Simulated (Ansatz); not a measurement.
**Alloy of GaSb and InAs (30 of 32 Ga sites, 30 of 32 Sb sites exchanged), 64 atoms**

Wanted: the relaxed alloy cell and its gap (PBEsol, HSE06 and r²SCAN).

Method: density functional theory in Ansatz 0.2.0, PAW datasets, plane waves.

## Step 1: Starting point

64 atoms (30 In, 30 As, 2 Ga, 2 Sb); a = 12.178 Å, b = 12.178 Å, c = 12.178 Å, α = 90.00°, β = 90.00°, γ = 90.00°. All atoms were shaken off their sites by about 0.02 Å along each axis.

Steps to follow: (2) PBEsol cell relaxation at the single k point (¼, ¼, ¼), on 1 × NVIDIA GB200 with 8 threads of Arm Neoverse-V2; (3) HSE06 single point at the Γ point alone, on 1 × NVIDIA GB200 with 8 threads of Arm Neoverse-V2; (4) r²SCAN single point at the Γ point alone, on 1 × NVIDIA GB200 with 8 threads of Arm Neoverse-V2.

## Step 2: PBEsol relaxation of the cell and the positions

in.yaml

```yaml
crystal:
  lattice:
    - [12.177802, 0.000000, 0.000000]
    - [0.000000, 12.177802, 0.000000]
    - [0.000000, 0.000000, 12.177802]
  atoms:
    - { symbol: In, position: [0.999975, 0.998984, 0.998968] }
    - { symbol: In, position: [0.001243, 0.000886, 0.502498] }
    - { symbol: In, position: [0.998375, 0.498941, 0.998559] }
    - { symbol: In, position: [0.002279, 0.499219, 0.499216] }
    - { symbol: In, position: [0.498637, 0.998646, 0.000719] }
    - { symbol: In, position: [0.500679, 0.001707, 0.498945] }
    - { symbol: In, position: [0.498566, 0.501560, 0.998580] }
    - { symbol: In, position: [0.500256, 0.502711, 0.497615] }
    - { symbol: In, position: [0.249987, 0.245338, 0.000261] }
    - { symbol: In, position: [0.249283, 0.251427, 0.501799] }
    - { symbol: In, position: [0.249389, 0.752129, 0.000889] }
    - { symbol: In, position: [0.751962, 0.250179, 0.998546] }
    - { symbol: In, position: [0.749382, 0.249695, 0.501976] }
    - { symbol: In, position: [0.749014, 0.749788, 0.996448] }
    - { symbol: In, position: [0.749888, 0.749904, 0.501910] }
    - { symbol: In, position: [0.249155, 0.001777, 0.250488] }
    - { symbol: In, position: [0.252682, 0.001596, 0.746779] }
    - { symbol: In, position: [0.248297, 0.499355, 0.249614] }
    - { symbol: In, position: [0.749108, 0.002523, 0.249719] }
    - { symbol: In, position: [0.753337, 0.003614, 0.750302] }
    - { symbol: In, position: [0.751320, 0.500192, 0.248135] }
    - { symbol: In, position: [0.751561, 0.500695, 0.750460] }
    - { symbol: In, position: [0.000029, 0.248880, 0.250673] }
    - { symbol: In, position: [0.999698, 0.247604, 0.750728] }
    - { symbol: In, position: [0.000130, 0.747631, 0.250268] }
    - { symbol: In, position: [0.000128, 0.749639, 0.750018] }
    - { symbol: In, position: [0.498725, 0.251069, 0.250052] }
    - { symbol: In, position: [0.500253, 0.247309, 0.751783] }
    - { symbol: In, position: [0.500717, 0.751158, 0.247700] }
    - { symbol: In, position: [0.499508, 0.751967, 0.750983] }
    - { symbol: As, position: [0.125248, 0.122391, 0.126425] }
    - { symbol: As, position: [0.127160, 0.124548, 0.625280] }
    - { symbol: As, position: [0.125939, 0.624261, 0.121998] }
    - { symbol: As, position: [0.122688, 0.627318, 0.624791] }
    - { symbol: As, position: [0.623916, 0.126274, 0.125385] }
    - { symbol: As, position: [0.624524, 0.127030, 0.623397] }
    - { symbol: As, position: [0.624414, 0.624313, 0.126341] }
    - { symbol: As, position: [0.626605, 0.627545, 0.626651] }
    - { symbol: As, position: [0.376174, 0.373289, 0.124232] }
    - { symbol: As, position: [0.375717, 0.875239, 0.125195] }
    - { symbol: As, position: [0.375649, 0.874770, 0.623557] }
    - { symbol: As, position: [0.874978, 0.374761, 0.124932] }
    - { symbol: As, position: [0.876529, 0.373591, 0.624710] }
    - { symbol: As, position: [0.878830, 0.875015, 0.126361] }
    - { symbol: As, position: [0.876888, 0.873785, 0.621029] }
    - { symbol: As, position: [0.374124, 0.128925, 0.376740] }
    - { symbol: As, position: [0.371941, 0.125439, 0.874601] }
    - { symbol: As, position: [0.374311, 0.626829, 0.875955] }
    - { symbol: As, position: [0.877399, 0.124904, 0.377311] }
    - { symbol: As, position: [0.874614, 0.124302, 0.873537] }
    - { symbol: As, position: [0.874465, 0.623448, 0.375581] }
    - { symbol: As, position: [0.874868, 0.623439, 0.875022] }
    - { symbol: As, position: [0.125245, 0.374352, 0.377708] }
    - { symbol: As, position: [0.124737, 0.376350, 0.875669] }
    - { symbol: As, position: [0.125577, 0.875777, 0.375193] }
    - { symbol: As, position: [0.122750, 0.874347, 0.874945] }
    - { symbol: As, position: [0.623582, 0.374593, 0.374275] }
    - { symbol: As, position: [0.625616, 0.375861, 0.873837] }
    - { symbol: As, position: [0.624090, 0.873140, 0.374166] }
    - { symbol: As, position: [0.620726, 0.875354, 0.875125] }
    - { symbol: Ga, position: [0.250519, 0.750976, 0.498653] }
    - { symbol: Ga, position: [0.250622, 0.500546, 0.749543] }
    - { symbol: Sb, position: [0.374664, 0.376645, 0.624373] }
    - { symbol: Sb, position: [0.371797, 0.622815, 0.375513] }
  symmetry: { detect: false }
kpoints:
  mp_grid: { grid: [1, 1, 1], shift: [0.25, 0.25, 0.25] }
hamiltonian:
  xc: pbesol
scf:
  occupations: { method: fermi_dirac, width: 0.01 }
relax:
  f_tol: 0.03
  max_steps: 80
  escape_saddle: false
  adjacent_minimum: "off"
  cell: { fix: [shape] }
output:
  forces: true
  eigenvalues: true
  populations: true
```

On the command line:

```sh
$ ansatz run in.yaml --threads 8 --pin off --max-ram 118750MiB --runs-dir r --events-out ev --progress --plain --backend cuda --devices 0, --max-vram 170GiB
```

The runs that follow: HSE06 on the final geometry; r²SCAN single point.

What does the calculation give? Wanted: for each run, top filled to lowest empty.

As calculated:

```
             level         time   k points  top filled to lowest empty (eV)
PBEsol, relaxation    8 s (GPU)  (¼, ¼, ¼)                             1.00
             HSE06   44 s (GPU)          Γ                             0.43
            r²SCAN  5.2 s (GPU)          Γ                             0.08
```

| quantity | value |
| --- | --- |
| relaxation | 6 recorded steps, 1.11 eV gained |
| largest shift | 0.15 Å (Ga61) |
| relaxed cell | a = 12.174 Å, b = 12.174 Å, c = 12.174 Å, α = 90.00°, β = 90.00°, γ = 90.00° |
| mean bonds | As–Ga 2.494, As–In 2.637, Ga–Sb 2.631, In–Sb 2.776 Å |

**Reading.** Relaxation gains 1.11 eV, with shifts up to 0.15 Å (Ga61), while the volume changes by -0.1 %. The mean lengths of the listed bonds run from As–Ga 2.49 Å to In–Sb 2.78 Å. At the same k points, r²SCAN gives a spacing 0.35 eV smaller than the 0.43 eV of HSE06. The relaxation ran on other k points, so part of any difference from the later rows can come from the mesh. The HSE06 single point took about 8.5 times as long as the r²SCAN one on the same kind of device. A spacing under 0.2 eV need not be a band gap: disorder can split levels that lie at the Fermi energy. No spin–orbit coupling is included; with elements this heavy it would shift the edges. With one k point the spacing samples only the states that fold onto it, so it can exceed the gap over the zone.
